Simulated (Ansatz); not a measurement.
**C₂H₃Ga: taking an electron away**

Aim: the vertical ionisation energy of C₂H₃Ga, as cation minus neutral at the neutral's geometry, on several levels, and how well −ε(HOMO) stands in for it.

Program: Ansatz 0.2.0, Gaussian basis. Level of theory: unrestricted cation, the program's frozen cores in correlated methods. These are calculated values, not measurements.

Levels to be run: UKS PBE-D4/def2-TZVPP; UKS r2SCAN-D4/def2-TZVPP; UKS PBE0-D4/def2-TZVPP; UKS B3LYP-D4/def2-TZVPP; UKS wB97X-V/def2-TZVPP; UKS wB97M-V/def2-TZVPP; UKS B2PLYP/def2-TZVPP; UHF-CCSD(T)/def2-TZVPP; UHF-MP2/def2-QZVPP; extrapolation to the limit; then −ε(HOMO) from the neutral's earlier runs with LDA (SPW92), PBE-D4, revPBE-D4, BLYP-D4, r2SCAN-D4, B97M-V, PBE0-D4, B3LYP-D4, r2SCANh-D4, r2SCAN0-D4, HSE06-D4, BHLYP-D4, CAM-B3LYP-D4, LC-ωPBE, ωB97X-V, ωB97M-V.

## Step 1: The relaxed structure

An earlier PBE0-D4 in a triple-zeta def2 set relaxation fixed the geometry.

SMILES `[CH]1=[CH][GaH]1`, 6 atoms, charge 0, spin multiplicity 1.

Atoms are counted from 1 here; the program's logs count them from 0.

Bond lengths: C1–C2 1.355 Å, C1–Ga3 1.889 Å, C1–H4 1.089 Å, C2–Ga3 1.889 Å, C2–H5 1.089 Å, Ga3–H6 1.527 Å. Angles: C2–C1–Ga3 69.0°, C2–C1–H4 131.0°, Ga3–C1–H4 160.0°, C1–C2–Ga3 69.0°, C1–C2–H5 131.0°, Ga3–C2–H5 160.0°, C1–Ga3–C2 42.0°, C1–Ga3–H6 159.0°, C2–Ga3–H6 159.0°.

## Step 2: Cation, UKS PBE-D4/def2-TZVPP

in.yaml

```yaml
crystal:
  periodic: [false, false, false]
  atoms:
    - {symbol: C, position_ang: [-0.629331, -0.543691, -0.312250]}
    - {symbol: C, position_ang: [0.563402, -0.026596, -0.694694]}
    - {symbol: Ga, position_ang: [0.091077, 0.566605, 1.034983]}
    - {symbol: H, position_ang: [-1.315936, -1.213470, -0.828098]}
    - {symbol: H, position_ang: [1.134308, -0.151175, -1.613757]}
    - {symbol: H, position_ang: [0.198481, 1.304326, 2.367516]}
basis:
  gaussian: {orbitals: def2-TZVPP}
total_charge: 1
magnetization: {spin_polarized: true, initial_magnetization: 1}
hamiltonian: {xc: pbe, dispersion: d4}
```

Command:

```sh
ansatz run in.yaml --threads 2 --pin off --events-out ev --progress --plain --max-ram 4352MiB
```

After this run come: Cation, UKS r2SCAN-D4/def2-TZVPP; Cation, UKS PBE0-D4/def2-TZVPP; Cation, UKS B3LYP-D4/def2-TZVPP; Cation, UKS wB97X-V/def2-TZVPP; Cation, UKS wB97M-V/def2-TZVPP; Cation, UKS B2PLYP (frozen core)/def2-TZVPP; Cation, UHF-CCSD(T)/def2-TZVPP; Cation, UHF-MP2/def2-QZVPP.

Q: Predict the results of all the runs planned. Wanted: ionisation energy, CCSD(T)/CBS; nearest functional by difference; nearest −ε(HOMO); −ε(HOMO) of PBE; T1 of the cation.

**Answer**, as computed:

| quantity | value |
| --- | --- |
| ionisation energy, CCSD(T)/CBS | 8.64 eV |
| nearest functional by difference | B3LYP-D4 (-0.10 eV) |
| nearest −ε(HOMO) | ωB97X-V (-0.14 eV) |
| −ε(HOMO) of PBE | 5.17 eV |
| T1 of the cation | 0.016 |

By cation minus neutral, the functionals miss by 0.21 eV at most. The PBE orbital energy is 3.5 eV too small: a semilocal HOMO is no ionisation energy. Among orbital estimates ωB97X-V comes nearest. Hartree-Fock falls 1.04 eV short, as the neutral has more correlation energy than the cation. Correlated methods include outer-core shells of Ga, which these sets cover unevenly. With outer-core shells in play the reference is unsure by up to some tenths of an eV, so close misses can't be ranked.
